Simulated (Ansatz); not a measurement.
# H6O2Si2: the cost of one run

All numbers below are computed with Ansatz 0.2.0 (RKS CAM-B3LYP/STO-3G).

### 1 Starting point

Bond lengths: Si1–H2 1.460 Å, Si1–H3 1.460 Å, Si1–O4 1.679 Å, O4–Si5 1.680 Å, Si5–H6 1.460 Å, Si5–H7 1.460 Å, Si5–H8 1.460 Å, Si1–O9 1.679 Å, O9–H10 1.010 Å. Angles: H2–Si1–H3 109.5°, H2–Si1–O4 109.5°, H2–Si1–O9 109.5°, H3–Si1–O4 109.5°, H3–Si1–O9 109.5°, O4–Si1–O9 109.5°, Si1–O4–Si5 125.0°, O4–Si5–H6 109.5°, O4–Si5–H7 109.5°, O4–Si5–H8 109.5°, H6–Si5–H7 109.4°, H6–Si5–H8 109.4°, H7–Si5–H8 109.4°, Si1–O9–H10 109.5°.

As a file:

```xyz
10

Si    0.0000    0.0000    0.0000
H     0.0000    0.0000    1.4600
H     1.3768    0.0000   -0.4862
O    -0.7913    1.3709   -0.5594
Si   -2.4002    1.4263   -1.0396
H    -3.2124    0.6421   -0.1138
H    -2.8620    2.8114   -1.0378
H    -2.5267    0.8736   -2.3850
O    -0.7913   -1.3709   -0.5594
H    -1.2459   -1.8365    0.2129
```

### 2 Relaxing the start

input.yaml reads:

```yaml
crystal:
  periodic: [false, false, false]
  atoms:
    - { symbol: Si, position_ang: [0.0, 0.0, 0.0] }
    - { symbol: H, position_ang: [0.0, 0.0, 1.46] }
    - { symbol: H, position_ang: [1.3768, 0.0, -0.4862] }
    - { symbol: O, position_ang: [-0.7913, 1.3709, -0.5594] }
    - { symbol: Si, position_ang: [-2.4002, 1.4263, -1.0396] }
    - { symbol: H, position_ang: [-3.2124, 0.6421, -0.1138] }
    - { symbol: H, position_ang: [-2.862, 2.8114, -1.0378] }
    - { symbol: H, position_ang: [-2.5267, 0.8736, -2.385] }
    - { symbol: O, position_ang: [-0.7913, -1.3709, -0.5594] }
    - { symbol: H, position_ang: [-1.2459, -1.8365, 0.2129] }
basis:
  gaussian: { orbitals: STO-3G }
hamiltonian:
  xc: cam_b3lyp
relax:
  f_tol: 0.02
  max_steps: 40
```

Command:

```sh
$ ansatz run input.yaml --threads 1 --pin off --max-ram 2048MiB --backend cpu --events-out ev --progress --plain --runs-dir out
```

**Question.** How long does this run take on 1 thread of Arm Neoverse V1, shared host, and how much memory does it need?

About 51 s, with a peak of 0.1 GiB.
